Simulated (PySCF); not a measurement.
# H2O5Os (Os(O)3(OH)2): the cost of one run

Method: BP86, Os def2-SVP with ECP60, O def2-SVP, H def2-SVP; scalar-relativistic core potentials, no spin–orbit coupling; program: PySCF 2.14.0.

2 further runs of the same task are left out: 1 for a known fault of the program, 1 that didn't finish.

## (1) The starting structure

8 atoms, charge 0, spin multiplicity 1.

Bond lengths: Os1–O2 1.744 Å, Os1–O3 1.720 Å, Os1–O4 1.744 Å, Os1–O5 1.945 Å, Os1–O7 1.945 Å, O5–H6 0.983 Å, O7–H8 0.982 Å. Angles: O2–Os1–O3 110.3°, O2–Os1–O4 139.2°, O2–Os1–O5 84.7°, O2–Os1–O7 87.1°, O3–Os1–O4 110.5°, O3–Os1–O5 101.7°, O3–Os1–O7 101.7°, O4–Os1–O5 87.2°, O4–Os1–O7 84.7°, O5–Os1–O7 156.6°, Os1–O5–H6 110.6°, Os1–O7–H8 110.5°.

As a file:

```xyz
8
H2O5Os
Os   -0.02740   -0.01196   -0.12356
O    -1.14605   -0.18647    1.20276
O    -0.87126   -0.02418   -1.62276
O     1.68611    0.17087   -0.38995
O    -0.06031    1.87850    0.33182
H     0.73996    2.33158   -0.01450
O     0.39104   -1.89696    0.10880
H    -0.31860   -2.34668    0.61804
```

Formal oxidation states: Os +8. An earlier session relaxed this geometry at BP86, Os def2-SVP with ECP60, O def2-SVP, H def2-SVP (singlet, point group C2).

Its energy there is -467.890551 Eh.

## (2) Multiplicity 3 at the relaxed geometry

File run.py (the lines that set the calculation):

```python
mol = gto.M(atom='''
Os    -0.02740    -0.01196    -0.12356
O     -1.14605    -0.18647     1.20276
O     -0.87126    -0.02418    -1.62276
O      1.68611     0.17087    -0.38995
O     -0.06031     1.87850     0.33182
H      0.73996     2.33158    -0.01450
O      0.39104    -1.89696     0.10880
H     -0.31860    -2.34668     0.61804''',
    basis={'Os': 'def2-SVP', 'O': 'def2-SVP', 'H': 'def2-SVP'},
    ecp={'Os': 'def2-SVP'},
    charge=0, spin=2)
mf = dft.UKS(mol, xc='B88,P86')
mf.grids.atom_grid = (50, 194)
mf = mf.density_fit()  # fitting sets: Os def2-universal-JKFIT, O def2-universal-JKFIT, H def2-universal-JKFIT
mf.conv_tol = 1e-08; mf.max_cycle = 55
mf.kernel(dm0)  # dm0: free metal ions and neutral atoms
```

Launch:

```sh
OMP_NUM_THREADS=2 python run.py
```

**Question.** How long does this run take on 2 threads of Arm Neoverse V1, shared host?

About 6.8 s.
